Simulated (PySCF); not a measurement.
# Pt₃: triplet, from a equilateral triangle start

Aim: relax Pt₃ as a triplet from a equilateral triangle start, check by its vibrations whether the end is a minimum, and collect its spectrum and constants.

The runs use PySCF 2.14.0; PBE0, basis Pt def2-TZVP with ECP60, scalar-relativistic core potentials, no spin–orbit coupling, density fitting.

**1. The starting structure**

3 atoms, charge 0, spin multiplicity 3.

Bond lengths: Pt1–Pt2 2.460 Å, Pt1–Pt3 2.460 Å, Pt2–Pt3 2.460 Å. Angles: Pt2–Pt1–Pt3 60.0°, Pt1–Pt2–Pt3 60.0°, Pt1–Pt3–Pt2 60.0°.

```xyz
3
charge 0 multiplicity 3
Pt    0.0000    1.4203    0.0000
Pt    1.2300   -0.7101    0.0000
Pt   -1.2300   -0.7101    0.0000
```

**2. Finding the electronic state**

One driver script runs all steps and calls PySCF; scf.py shows how it sets up the SCF of each step. The optimiser is the driver's own. After this first run the driver tries any further starts and a stability analysis.

File scf.py:

```python
from pyscf import gto, scf, dft
mol = gto.M(atom='''
Pt     0.000000     1.420300     0.000000
Pt     1.230000    -0.710100     0.000000
Pt    -1.230000    -0.710100     0.000000''',
    basis={'Pt': 'def2-TZVP'},
    ecp={'Pt': 'def2-TZVP'},
    charge=0, spin=2)
mf = dft.UKS(mol, xc='PBE0')
mf.grids.atom_grid = (50, 194)
aux = {'Pt': 'def2-universal-JKFIT'}
mf = mf.density_fit(auxbasis=aux)
mf.conv_tol = 1e-08
mf.diis_space = 10
mf.max_cycle = 60
mf.init_guess = '1e'
mf.verbose = 4
mf.kernel()
```

Started as:

```
$ OMP_NUM_THREADS=2 python axn.py task.json out
```

The runs that follow: Equilateral triangle start, triplet: relaxation; Releasing the symmetry; Vibrations and properties at this point.

What does the calculation give? Wanted: minimum; geometry; wavenumbers; dipole moment; highest occupied, lowest empty level; polar-tensor charge of Pt1; zero-point energy; atomisation energy; ⟨S²⟩.

As calculated:

| quantity | value |
| --- | --- |
| minimum | triplet, C2v |
| geometry | Pt–Pt 2.431 Å, Pt–Pt 2.526 Å (×2); Pt–Pt–Pt 57.5°, Pt–Pt–Pt 61.2° (×2) |
| wavenumbers (cm⁻¹) | 141 (b2), 155 (a1), 226 (a1) |
| dipole moment | 0.39 D |
| highest occupied, lowest empty level (either spin) | -5.81, -3.60 eV |
| polar-tensor charge of Pt1 | -0.03 e |
| zero-point energy | 3.1 kJ/mol |
| entropy at 298.15 K | 353.6 J/(mol K) |
| atomisation energy (no zero-point energy) | 550 kJ/mol |
| ⟨S²⟩ | 2.059 |

What this shows: The equilateral triangle start (D3h) ends in a minimum of C2v symmetry. Only this shape and spin were tried, so other structures or states may lie lower. One determinant may miss the lowest occupation of an open d or f shell. Spin–orbit coupling, left out here, can matter for elements this heavy.
